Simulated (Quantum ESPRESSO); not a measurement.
## NbCu: phonons with BLYP

Crystal: NbCu.

```
Nb Cu
1.0
     0.00000    2.56221    2.56221
     2.56221    0.00000    2.56221
     2.56221    2.56221    0.00000
Nb Cu
1 1
Direct
  0.00000 0.00000 0.00000
  0.50000 0.50000 0.50000
```

The cell was built by a generator and needn't be a form met in nature.

```
Program             : Quantum ESPRESSO 7.5
Task                : phonons
Functional          : BLYP
Potentials or basis : GBRV 1.5 PBE
Cutoff              : 762 eV
Density cutoff      : 6095 eV
k mesh              : 9 × 9 × 9
Occupations         : cold, width 0.2 eV
Spin                : no spin polarisation
Mixing beta         : 0.5
Most SCF iterations : 120
SCF threshold       : 4e-10 Ry
```

| Quantity | Value |
| --- | --- |
| Relaxed volume | 17.53 Å³/atom |
| Relaxed cell | a = 3.674 Å, b = 3.674 Å, c = 3.674 Å, α = 60.00°, β = 60.00°, γ = 60.00° |
| Space group after relaxing (to 0.05 Å) | Fm-3m (No. 225) |
| Pressure after relaxing | 0.1 GPa |
| Band gap on the k mesh | none (metal or under the smearing width) |
| Highest phonon frequency at Γ | 178 cm⁻¹ |

Step by step:
```csv
step,energy change (eV),largest force (eV/Å),pressure (GPa),volume (Å³)
1,0.0000,0.0000,5.91,33.64
2,-0.0236,0.0000,1.51,34.67
3,-0.0255,0.0000,0.12,35.03
4,-0.0255,0.0000,0.00,35.06
```

Final structure:
```
Nb Cu
1.0
     0.00000    2.59783    2.59783
     2.59783    0.00000    2.59783
     2.59783    2.59783    0.00000
Nb Cu
1 1
Direct
  0.00000 0.00000 0.00000
  0.50000 0.50000 0.50000
```

Levels at points of the mesh, in eV from the Fermi level:
```
           k point  band 14  band 15  band 16  band 17  band 18  band 19
(0.00, 0.00, 0.00)    -3.83     0.96     0.96     0.96     2.22     2.22
```

Phonon frequencies in cm⁻¹ (negative: imaginary):
```
              q point           frequencies
(0.000, 0.000, 0.000)  33 33 33 178 178 178
```

Optical modes at Γ, degenerate ones joined:
```tsv
cm⁻¹	components	symmetry	active in
177	3	T1u	IR
```

It took 4.4 min on 4 MPI ranks on Arm Neoverse V2, on a shared host, peak memory 0.52 GiB a rank.

Caveat: the potentials were made for another functional, which shifts forces and pressure; before the sum rule the acoustic modes lie tens of cm⁻¹ from zero, a sign that the density grid also shifts the optical modes.
